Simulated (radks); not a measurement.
**Ce³⁺ in [Xe] 4f1: an all-electron calculation**

Wanted: eigenvalues, radial structure and energy terms of the cerium ion Ce3+.

Program: radks (a radial shooting solver on a logarithmic mesh, Libxc functionals) version 1. Level of theory: scalar-relativistic Kohn-Sham, Wu-Cohen GGA, spin-polarised, spherical densities, finite nucleus; open shells are filled with parallel spins first. These are calculated values, not measurements, unless marked.

### 1 The system

| Quantity | Value |
| --- | --- |
| element | cerium (Z = 58) |
| charge | +3 |
| electrons | 55 |
| configuration | [Xe] 4f1 |
| nuclear rms radius | 4.8771 fm |

The outer shells:

Ce³⁺
```
[Xe] core
4f [↑ ][  ][  ][  ][  ][  ][  ]
```

### 2 The calculation

Input:

```text
Z 58
configuration [Xe] 4f1
relativity scalar-relativistic
functional wc,pbe
spin polarised
nucleus finite rms 4.8771 fm
c 137.035999084
```

**Question.** What will this run give?

**Answer**, as computed:

| quantity | value |
| --- | --- |
| total energy | -8857.8446 hartree |
| exchange-correlation share of it | 2.34 % |
| −T/E | 1.0598 |
| highest occupied level | 4f up, -29.026 eV |
| most extended occupied level | 5p down, <r> = 1.72 bohr |
| radius at density 0.001 e/bohr³ | 3.46 bohr |
| maxima of the radial density | 4 |
| ionisation energy, NIST | 36.91 (semi-emp.) eV |

What this shows: The radial density shows 4 maxima for 5 occupied principal shells; where shells overlap, one shows as a shoulder or not at all. Relativity lifts −T/E to 1.060. Minus the highest eigenvalue, 29.026 eV, is 79 % of the tabulated ionisation energy (36.91 eV); the potential of a semilocal functional falls off too fast, so its top eigenvalue is too shallow. Open shells are spherical and high-spin; term and fine-structure splittings are not resolved. Spin-orbit splitting is averaged out at the scalar-relativistic level.
